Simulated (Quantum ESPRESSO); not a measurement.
# Mg3TiO4 (Pm-3m) in Quantum ESPRESSO: reference runs

Reference runs on Mg3TiO4: the cell as given.

Everything below comes from runs of Quantum ESPRESSO 7.5. Logs are shortened: lines on timing, memory, paths and dates and some standing lists are left out, and cuts for length are marked.

## (1) The structure

It takes space group Pm-3m (No. 221, cubic). The conventional cell has a = 4.314 Å, b = 4.314 Å, c = 4.314 Å, α = 90.00°, β = 90.00°, γ = 90.00°. Around Ti (site symmetry m-3m) lie 6 O at 2.16 Å. Around Mg (site symmetry 4/mmm) lie 6 O at 2.16 Å. O (site symmetry 4/mmm) is surrounded by 2 Ti at 2.16 Å and 4 Mg at 2.16 Å. Around O (site symmetry m-3m) lie 6 Mg at 2.16 Å.

The cell comes from a database or a generator and needn't be the stable form of this composition.

## (2) Single point, PBEsol

The input, pw.in:

```
&CONTROL
  calculation = 'scf'
  prefix = 'pwscf'
  outdir = './tmp'
  pseudo_dir = './pseudo'
  tprnfor = .true.
  tstress = .true.
  disk_io = 'nowf'
/
&SYSTEM
  ibrav = 0
  nat = 8
  ntyp = 3
  ecutwfc = 45
  ecutrho = 360
  nbnd = 44
  occupations = 'smearing'
  smearing = 'fd'
  degauss = 0.00367493
/
&ELECTRONS
  conv_thr = 1.6d-09
  electron_maxstep = 120
  mixing_beta = 0.5
/
ATOMIC_SPECIES
Ti    47.8670 ti_pbesol_v1.4.uspp.F.UPF
Mg    24.3050 mg_pbesol_v1.4.uspp.F.UPF
O     15.9990 o_pbesol_v1.2.uspp.F.UPF
CELL_PARAMETERS angstrom
   4.3136588600    0.0000000000    0.0000000000
   0.0000000000    4.3136588600    0.0000000000
   0.0000000000    0.0000000000    4.3136588600
ATOMIC_POSITIONS crystal
Ti     0.0000000000    0.0000000000    0.0000000000
Mg     0.5000000000    0.5000000000    0.0000000000
Mg     0.5000000000    0.0000000000    0.5000000000
Mg     0.0000000000    0.5000000000    0.5000000000
O      0.0000000000    0.5000000000    0.0000000000
O      0.0000000000    0.0000000000    0.5000000000
O      0.5000000000    0.5000000000    0.5000000000
O      0.5000000000    0.0000000000    0.0000000000
K_POINTS automatic
6 6 6 0 0 0
```

Potentials or basis: GBRV 1.5 PBEsol.

On the command line:

```sh
> OMP_NUM_THREADS=1 mpirun -n 2 pw.x -nk 2 -in pw.in > pw.out
```

pw.out:

```text
This program is part of the open-source Quantum ESPRESSO suite
     for quantum simulation of materials; please cite
[... 13 lines left out ...]
     --------------------
     sticks:   dense  smooth     PW     G-vecs:    dense   smooth      PW
     Sum        1901     949    293                62525    22119    3743

     Using Slab Decomposition

     bravais-lattice index     =            0
     lattice parameter (alat)  =       8.1516  a.u.
     unit-cell volume          =     541.6690 (a.u.)^3
     number of atoms/cell      =            8
     number of atomic types    =            3
     number of electrons       =        66.00
     number of Kohn-Sham states=           44
     kinetic-energy cutoff     =      45.0000  Ry
     charge density cutoff     =     360.0000  Ry
     scf convergence threshold =      1.6E-09
     mixing beta               =       0.5000
     number of iterations used =            8  plain     mixing
     Exchange-correlation= SLA  PW   PSX  PSC
                           (   1   4  10   8   0   0   0)

     celldm(1)=   8.151634  celldm(2)=   0.000000  celldm(3)=   0.000000
     celldm(4)=   0.000000  celldm(5)=   0.000000  celldm(6)=   0.000000

     crystal axes: (cart. coord. in units of alat)
               a(1) = (   1.000000   0.000000   0.000000 )
               a(2) = (   0.000000   1.000000   0.000000 )
               a(3) = (   0.000000   0.000000   1.000000 )

     reciprocal axes: (cart. coord. in units 2 pi/alat)
               b(1) = (  1.000000  0.000000  0.000000 )
               b(2) = (  0.000000  1.000000  0.000000 )
               b(3) = (  0.000000  0.000000  1.000000 )

     PseudoPot. # 1 for Ti read from file:
     ti_pbesol_v1.4.uspp.F.UPF
     Pseudo is Ultrasoft + core correction, Zval = 12.0
     Generated by new atomic code, or converted to UPF format
     Using radial grid of  851 points,  6 beta functions with:
                l(1) =   0
                l(2) =   0
                l(3) =   1
                l(4) =   1
                l(5) =   2
                l(6) =   2
     Q(r) pseudized with  6 coefficients,  rinner =    1.000   1.000   1.000
                                                       1.000   1.000

     PseudoPot. # 2 for Mg read from file:
     mg_pbesol_v1.4.uspp.F.UPF
     Pseudo is Ultrasoft, Zval = 10.0
     Generated by new atomic code, or converted to UPF format
     Using radial grid of  821 points,  7 beta functions with:
                l(1) =   0
                l(2) =   0
                l(3) =   0
                l(4) =   1
                l(5) =   1
                l(6) =   2
                l(7) =   2
     Q(r) pseudized with  8 coefficients,  rinner =    1.200   1.200   1.200
                                                       1.200   1.200

     PseudoPot. # 3 for O  read from file:
     o_pbesol_v1.2.uspp.F.UPF
     Pseudo is Ultrasoft + core correction, Zval =  6.0
     Generated by new atomic code, or converted to UPF format
     Using radial grid of  737 points,  5 beta functions with:
                l(1) =   0
                l(2) =   0
                l(3) =   1
                l(4) =   1
                l(5) =   2
     Q(r) pseudized with  8 coefficients,  rinner =    0.900   0.900   0.900
                                                       0.900   0.900

     atomic species   valence    mass     pseudopotential
     Ti               12.00    47.86700     Ti( 1.00)
     Mg               10.00    24.30500     Mg( 1.00)
     O                 6.00    15.99900     O ( 1.00)

     48 Sym. Ops., with inversion, found

   Cartesian axes

     site n.     atom                  positions (alat units)
         1        Ti     tau(   1) = (   0.0000000   0.0000000   0.0000000  )
         2        Mg     tau(   2) = (   0.5000000   0.5000000   0.0000000  )
         3        Mg     tau(   3) = (   0.5000000   0.0000000   0.5000000  )
         4        Mg     tau(   4) = (   0.0000000   0.5000000   0.5000000  )
         5        O      tau(   5) = (   0.0000000   0.5000000   0.0000000  )
         6        O      tau(   6) = (   0.0000000   0.0000000   0.5000000  )
         7        O      tau(   7) = (   0.5000000   0.5000000   0.5000000  )
         8        O      tau(   8) = (   0.5000000   0.0000000   0.0000000  )

     number of k points=    20  Fermi-Dirac smearing, width (Ry)=  0.0037
                       cart. coord. in units 2pi/alat
        k(    1) = (   0.0000000   0.0000000   0.0000000), wk =   0.0092593
        k(    2) = (   0.0000000   0.0000000   0.1666667), wk =   0.0555556
        k(    3) = (   0.0000000   0.0000000   0.3333333), wk =   0.0555556
        k(    4) = (   0.0000000   0.0000000  -0.5000000), wk =   0.0277778
        k(    5) = (   0.0000000   0.1666667   0.1666667), wk =   0.1111111
        k(    6) = (   0.0000000   0.1666667   0.3333333), wk =   0.2222222
[... 12 lines left out ...]
        k(   19) = (   0.3333333  -0.5000000  -0.5000000), wk =   0.0555556
        k(   20) = (  -0.5000000  -0.5000000  -0.5000000), wk =   0.0092593

     Dense  grid:    62525 G-vectors     FFT dimensions: (  50,  50,  50)

     Smooth grid:    22119 G-vectors     FFT dimensions: (  36,  36,  36)

     Check: negative core charge=   -0.000007

     Initial potential from superposition of free atoms

     starting charge      64.0993, renormalised to      66.0000

     negative rho (up, down):  9.145E-04 0.000E+00
     Starting wfcs are   41 randomized atomic wfcs +    3 random wfcs

     Self-consistent Calculation

     iteration #  1     ecut=    45.00 Ry     beta= 0.50
     Davidson diagonalization with overlap
     ethr =  1.00E-02,  avg # of iterations =  4.8

     negative rho (up, down):  6.864E-04 0.000E+00

     total energy              =    -624.04268053 Ry
     estimated scf accuracy    <       1.22568574 Ry

     iteration #  2     ecut=    45.00 Ry     beta= 0.50
     Davidson diagonalization with overlap
     ethr =  1.86E-03,  avg # of iterations =  2.8

     negative rho (up, down):  6.868E-04 0.000E+00

     total energy              =    -624.28545494 Ry
     estimated scf accuracy    <       0.14698986 Ry
[... 55 lines left out ...]
     iteration #  9     ecut=    45.00 Ry     beta= 0.50
     Davidson diagonalization with overlap
     ethr =  1.18E-09,  avg # of iterations =  2.1

     negative rho (up, down):  6.273E-04 0.000E+00

     total energy              =    -624.30248658 Ry
     estimated scf accuracy    <       0.00000009 Ry

     iteration # 10     ecut=    45.00 Ry     beta= 0.50
     Davidson diagonalization with overlap
     ethr =  1.40E-10,  avg # of iterations =  1.9

     negative rho (up, down):  6.273E-04 0.000E+00

     End of self-consistent calculation

          k = 0.0000 0.0000 0.0000 (  2777 PWs)   bands (ev):

   -63.9806 -63.9743 -63.9743 -44.4904 -30.9716 -30.9716 -30.9716 -30.9506
   -30.9506 -30.9506 -30.9298 -30.9298 -30.9298 -20.9580 -20.9580 -20.9580
    -8.7966  -7.7389  -7.7389  -7.2953   4.4293   4.4293   4.4293   6.5838
     6.5838   6.5838   7.0428   7.0428   7.0428   7.9419   7.9419   7.9419
    12.1903  12.1903  12.1903  12.3250  14.3662  14.3662  17.3409  17.3409
    19.2006  19.2006  19.2006  20.5783

          k = 0.0000 0.0000 0.1667 (  2789 PWs)   bands (ev):

   -63.9802 -63.9747 -63.9743 -44.4903 -30.9701 -30.9701 -30.9694 -30.9510
   -30.9510 -30.9510 -30.9326 -30.9308 -30.9308 -20.9674 -20.9578 -20.9578
    -8.7019  -7.7431  -7.7262  -7.3095   4.5039   4.5275   4.5275   6.4209
     6.4209   6.4822   6.7637   7.0050   7.0050   7.3963   7.8375   7.8375
    12.2321  12.5276  12.5276  12.8866  14.3807  14.7458  17.4216  17.7154
    19.1114  19.2642  19.2642  19.8714
[... 48 lines left out ...]
   -63.9782 -63.9759 -63.9752 -44.4898 -30.9716 -30.9630 -30.9606 -30.9570
   -30.9527 -30.9499 -30.9401 -30.9383 -30.9281 -20.9850 -20.9844 -20.9568
    -8.1718  -7.7424  -7.6936  -7.3909   4.5069   4.6776   5.0488   5.1791
     5.4536   5.9477   6.2022   6.6163   6.9492   7.0758   7.1017   7.5988
    13.2364  13.2603  13.7706  14.5487  15.4003  16.1358  17.6372  17.7273
    18.7650  18.9477  19.7492  19.9981

          k = 0.0000 0.3333-0.5000 (  2764 PWs)   bands (ev):

   -63.9775 -63.9764 -63.9754 -44.4898 -30.9719 -30.9653 -30.9574 -30.9551
   -30.9535 -30.9532 -30.9406 -30.9375 -30.9278 -20.9937 -20.9842 -20.9566
    -8.0064  -7.8071  -7.6718  -7.4108   4.4227   4.8113   4.8889   4.9856
     5.4972   5.6938   6.0811   6.6612   6.8220   7.0270   7.3321   7.4687
    13.2644  13.5683  14.0218  14.6412  16.1726  16.2338  17.0213  18.0108
    18.3374  19.1276  19.4486  20.5469

          k = 0.0000-0.5000-0.5000 (  2752 PWs)   bands (ev):

   -63.9764 -63.9764 -63.9764 -44.4897 -30.9747 -30.9656 -30.9551 -30.9551
   -30.9535 -30.9535 -30.9445 -30.9350 -30.9263 -20.9931 -20.9931 -20.9564
    -7.9140  -7.6782  -7.6782  -7.5193   4.2971   4.7194   4.7194   4.8007
     5.7726   5.7726   5.9146   6.3196   6.6374   7.2698   7.4515   7.4515
    13.5747  13.5747  14.2254  14.6656  16.9295  17.0873  17.1433  17.1433
    17.4203  19.1989  19.6295  20.6319

          k = 0.1667 0.1667 0.1667 (  2755 PWs)   bands (ev):

   -63.9795 -63.9748 -63.9748 -44.4901 -30.9733 -30.9647 -30.9647 -30.9531
   -30.9531 -30.9467 -30.9426 -30.9302 -30.9302 -20.9674 -20.9665 -20.9665
    -8.5207  -7.7105  -7.7105  -7.3505   4.5302   4.5302   4.6919   6.0836
     6.0836   6.4935   6.5431   6.7429   6.8500   6.8500   7.6932   7.6932
    12.7726  12.8253  12.8253  13.7393  14.9664  14.9664  17.8460  17.8460
    18.8682  19.2118  19.5070  19.5070

          k = 0.1667 0.1667 0.3333 (  2757 PWs)   bands (ev):
[... 19 lines left out ...]
   -63.9780 -63.9759 -63.9754 -44.4898 -30.9741 -30.9680 -30.9634 -30.9584
   -30.9500 -30.9467 -30.9400 -30.9335 -30.9283 -20.9845 -20.9839 -20.9656
    -8.0973  -7.7039  -7.6785  -7.4065   4.2328   4.3524   4.6105   5.1998
     5.8265   5.9857   6.4766   6.4836   6.9872   6.9981   7.2472   7.5468
    13.3655  13.4142  13.7768  14.9922  15.4352  16.1088  17.4694  17.4932
    18.0657  19.3210  19.8194  20.0805

          k = 0.1667 0.3333-0.5000 (  2778 PWs)   bands (ev):

   -63.9773 -63.9764 -63.9755 -44.4897 -30.9721 -30.9720 -30.9645 -30.9610
   -30.9488 -30.9445 -30.9375 -30.9352 -30.9279 -20.9931 -20.9837 -20.9654
    -7.9336  -7.7711  -7.6575  -7.4168   4.1146   4.3638   4.4405   4.8885
     5.9392   6.0307   6.1635   6.7292   6.9280   7.0620   7.2883   7.4259
    13.4018  13.6917  14.0305  15.1113  15.9673  16.1762  16.9731  17.5604
    17.7581  19.5364  19.7746  20.0993

          k = 0.1667-0.5000-0.5000 (  2736 PWs)   bands (ev):

   -63.9764 -63.9764 -63.9764 -44.4896 -30.9747 -30.9725 -30.9645 -30.9645
   -30.9444 -30.9444 -30.9379 -30.9350 -30.9262 -20.9926 -20.9926 -20.9651
    -7.8411  -7.6623  -7.6623  -7.5019   4.0229   4.2175   4.2175   4.7061
     5.9150   6.3347   6.3347   6.3879   6.6412   7.2702   7.4279   7.4279
    13.6984  13.6984  14.2357  15.0930  16.5218  16.8584  16.8584  16.9307
    17.1004  19.5775  19.9817  20.3492

          k = 0.3333 0.3333 0.3333 (  2779 PWs)   bands (ev):

   -63.9775 -63.9759 -63.9759 -44.4896 -30.9782 -30.9695 -30.9695 -30.9671
   -30.9417 -30.9417 -30.9389 -30.9290 -30.9290 -20.9838 -20.9830 -20.9830
    -7.9221  -7.6480  -7.6480  -7.4387   3.8989   3.8989   4.1620   4.8391
     6.0130   6.0130   6.6915   6.8578   6.8578   7.0856   7.4300   7.4300
    13.6972  13.8109  13.8109  15.3673  16.0005  16.0005  17.0345  17.1633
    17.1633  19.7632  20.0356  20.0356

          k = 0.3333 0.3333-0.5000 (  2754 PWs)   bands (ev):

   -63.9769 -63.9764 -63.9759 -44.4895 -30.9790 -30.9724 -30.9718 -30.9689
   -30.9409 -30.9379 -30.9371 -30.9296 -30.9279 -20.9920 -20.9831 -20.9825
    -7.7801  -7.6865  -7.6326  -7.4408   3.7173   3.8442   3.9073   4.6206
     5.9919   6.0240   6.6894   6.9989   7.1529   7.2456   7.2594   7.3555
    13.7683  13.9768  14.0848  15.6851  15.8817  15.9964  16.8293  16.9035
    16.9903  19.9626  20.0667  20.1063

          k = 0.3333-0.5000-0.5000 (  2756 PWs)   bands (ev):

   -63.9764 -63.9764 -63.9764 -44.4894 -30.9816 -30.9750 -30.9722 -30.9722
   -30.9375 -30.9375 -30.9350 -30.9295 -30.9262 -20.9914 -20.9914 -20.9823
    -7.6911  -7.6301  -7.6301  -7.4667   3.6090   3.6505   3.6505   4.4422
     5.9158   6.0333   7.0220   7.0220   7.1599   7.2709   7.3852   7.3852
    14.0272  14.0272  14.2609  15.7131  15.7253  16.2213  16.2213  16.8255
    16.9329  20.0194  20.2015  20.4501

          k =-0.5000-0.5000-0.5000 (  2800 PWs)   bands (ev):

   -63.9764 -63.9764 -63.9764 -44.4893 -30.9851 -30.9751 -30.9751 -30.9751
   -30.9350 -30.9350 -30.9350 -30.9263 -30.9263 -20.9909 -20.9909 -20.9909
    -7.6138  -7.6138  -7.6138  -7.4489   3.4378   3.4378   3.4378   4.2755
     5.9161   5.9161   7.2712   7.2712   7.2712   7.3894   7.3894   7.3894
    14.2785  14.2785  14.2785  15.3718  15.8253  15.8253  15.8253  16.9340
    16.9340  20.1889  20.1889  20.1889

     the Fermi energy is    13.2368 ev

!    total energy              =    -624.30248659 Ry
     estimated scf accuracy    <          9.3E-10 Ry
     smearing contrib. (-TS)   =      -0.00285795 Ry
     internal energy E=F+TS    =    -624.29962864 Ry

     The total energy is F=E-TS. E is the sum of the following terms:
     one-electron contribution =    -304.82972246 Ry
     hartree contribution      =     175.05665522 Ry
     xc contribution           =     -97.28913900 Ry
     ewald contribution        =    -397.23742240 Ry

     convergence has been achieved in  10 iterations

     negative rho (up, down):  6.273E-04 0.000E+00

     Forces acting on atoms (cartesian axes, Ry/au):

     atom    1 type  1   force =     0.00000000    0.00000000    0.00000000
     atom    2 type  2   force =     0.00000000    0.00000000    0.00000000
     atom    3 type  2   force =     0.00000000    0.00000000    0.00000000
     atom    4 type  2   force =     0.00000000    0.00000000    0.00000000
     atom    5 type  3   force =     0.00000000    0.00000000    0.00000000
     atom    6 type  3   force =     0.00000000    0.00000000    0.00000000
     atom    7 type  3   force =     0.00000000    0.00000000    0.00000000
     atom    8 type  3   force =     0.00000000    0.00000000    0.00000000

     Total force =     0.000000     Total SCF correction =     0.000000

     Computing stress (Cartesian axis) and pressure

     negative rho (up, down):  6.273E-04 0.000E+00
          total   stress  (Ry/bohr**3)                   (kbar)     P=      -77.23
  -0.00052500   0.00000000   0.00000000          -77.23        0.00        0.00
   0.00000000  -0.00052500   0.00000000            0.00      -77.23        0.00
   0.00000000   0.00000000  -0.00052500            0.00        0.00      -77.23

=------------------------------------------------------------------------------=
   JOB DONE.
=------------------------------------------------------------------------------=
```

Run time: 27 s. Hardware: 2 MPI ranks of Arm Neoverse V2, shared host; peak memory 0.4 GiB.

Results:

```
Free energy            : -8494.0680 eV
Pressure               : -7.7 GPa
Band gap on the k mesh : none (metal or under the smearing width)
```

Levels at points of the mesh, in eV from the Fermi level:
| k point | band 30 | band 31 | band 32 | band 33 | band 34 | band 35 | band 36 | band 37 |
| --- | --- | --- | --- | --- | --- | --- | --- | --- |
| (0.00, 0.00, 0.00) | -5.29 | -5.29 | -5.29 | -1.05 | -1.05 | -1.05 | -0.91 | 1.13 |
| (0.00, 0.00, -0.50) | -5.97 | -5.89 | -5.89 | -0.87 | 0.31 | 0.31 | 1.18 | 1.58 |
| (0.00, -0.50, -0.50) | -5.97 | -5.79 | -5.79 | 0.34 | 0.34 | 0.99 | 1.43 | 3.69 |
| (-0.50, -0.50, -0.50) | -5.85 | -5.85 | -5.85 | 1.04 | 1.04 | 1.04 | 2.14 | 2.59 |

Caveat: semilocal functionals often make such compounds metallic where correlation or magnetic order opens a gap, which also shifts bond lengths.
